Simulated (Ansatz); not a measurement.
# C2H8O2Se2Zr: ionisation energy by level of theory

An exercise on one series of results from a longer session: the logs are not shown, and one member is left open.

Computed with Ansatz 0.2.0, Gaussian basis. Level: unrestricted cation, the program's frozen cores in correlated methods.

The runs, in order: UKS PBE-D4/def2-TZVPP; UKS r2SCAN-D4/def2-TZVPP; UKS PBE0-D4/def2-TZVPP; then −ε(HOMO) from the neutral's earlier runs with LDA (SPW92), PBE-D4, revPBE-D4, BLYP-D4, r2SCAN-D4, B97M-V, PBE0-D4, B3LYP-D4, r2SCANh-D4, r2SCAN0-D4, HSE06-D4, BHLYP-D4, CAM-B3LYP-D4, LC-ωPBE, ωB97X-V, ωB97M-V.

### The geometry

All runs share one geometry, relaxed beforehand with PBE0-D4 in a triple-zeta def2 set. Zr takes the def2 core potential; no spin-orbit term is included.

SMILES `C[O][Zr]([SeH])([SeH])[O]C`, 15 atoms, charge 0, spin multiplicity 1.

Atoms are counted from 1 here; the program's logs count them from 0.

Bond lengths: C1–O2 1.393 Å, C1–H8 1.094 Å, C1–H9 1.094 Å, C1–H10 1.094 Å, O2–Zr3 1.892 Å, Zr3–Se4 2.603 Å, Zr3–Se5 2.603 Å, Zr3–O6 1.892 Å, Se4–H11 1.473 Å, Se5–H12 1.473 Å, O6–C7 1.393 Å, C7–H13 1.094 Å, C7–H14 1.094 Å, C7–H15 1.094 Å. Angles: O2–C1–H8 110.1°, O2–C1–H9 109.9°, O2–C1–H10 110.6°, H8–C1–H9 108.7°, H8–C1–H10 108.8°, H9–C1–H10 108.7°, C1–O2–Zr3 172.2°, O2–Zr3–Se4 111.2°, O2–Zr3–Se5 104.0°, O2–Zr3–O6 114.7°, Se4–Zr3–Se5 112.0°, Se4–Zr3–O6 104.0°, Se5–Zr3–O6 111.2°, Zr3–Se4–H11 89.4°, Zr3–Se5–H12 89.4°, Zr3–O6–C7 172.1°, O6–C7–H13 110.1°, O6–C7–H14 109.9° and more.

The first run:

in.yaml

```yaml
crystal:
  periodic: [false, false, false]
  atoms:
    - {symbol: C, position_ang: [-0.791653, -1.205862, 2.515627]}
    - {symbol: O, position_ang: [-0.173855, -0.416322, 1.547953]}
    - {symbol: Zr, position_ang: [0.619864, 0.460409, 0.070725]}
    - {symbol: Se, position_ang: [3.072809, -0.333494, -0.287697]}
    - {symbol: Se, position_ang: [0.492380, 2.984317, 0.694733]}
    - {symbol: O, position_ang: [-0.217126, 0.124677, -1.592873]}
    - {symbol: C, position_ang: [-0.997489, -0.123970, -2.720087]}
    - {symbol: H, position_ang: [-0.139957, -2.039184, 2.794084]}
    - {symbol: H, position_ang: [-0.996953, -0.607621, 3.407872]}
    - {symbol: H, position_ang: [-1.736454, -1.607745, 2.137781]}
    - {symbol: H, position_ang: [3.373876, 0.016607, 1.110544]}
    - {symbol: H, position_ang: [1.114793, 3.319435, -0.597051]}
    - {symbol: H, position_ang: [-1.557745, 0.774175, -2.995855]}
    - {symbol: H, position_ang: [-0.357454, -0.409877, -3.559539]}
    - {symbol: H, position_ang: [-1.705026, -0.935564, -2.526228]}
basis:
  gaussian: {orbitals: def2-TZVPP}
total_charge: 1
magnetization: {spin_polarized: true, initial_magnetization: 1}
hamiltonian: {xc: pbe, dispersion: d4}
```

Steps of the session up to this table: Cation, UKS PBE-D4/def2-TZVPP; Cation, UKS r2SCAN-D4/def2-TZVPP; Cation, UKS PBE0-D4/def2-TZVPP.

One of the session's tables, all rows but one given; the rest of the session is left out.

Orbital estimates, from the neutral's runs:

| functional | −ε(HOMO) (eV) |
| --- | --- |
| LDA (SPW92) | ? |
| PBE-D4 | 5.50 |
| revPBE-D4 | 5.45 |
| BLYP-D4 | 5.32 |
| r2SCAN-D4 | 5.79 |
| B97M-V | 5.83 |
| PBE0-D4 | 6.61 |
| B3LYP-D4 | 6.36 |
| r2SCANh-D4 | 6.19 |
| r2SCAN0-D4 | 6.80 |
| HSE06-D4 | 6.22 |
| BHLYP-D4 | 7.54 |
| CAM-B3LYP-D4 | 7.81 |
| LC-ωPBE | 9.14 |
| ωB97X-V | 8.81 |
| ωB97M-V | 8.67 |

**Question.** Estimate the row for LDA (SPW92).

The run gave: −ε(HOMO) (eV): 5.65. In the column «−ε(HOMO) (eV)» it lies between PBE-D4 (5.50) and r2SCAN-D4 (5.79).
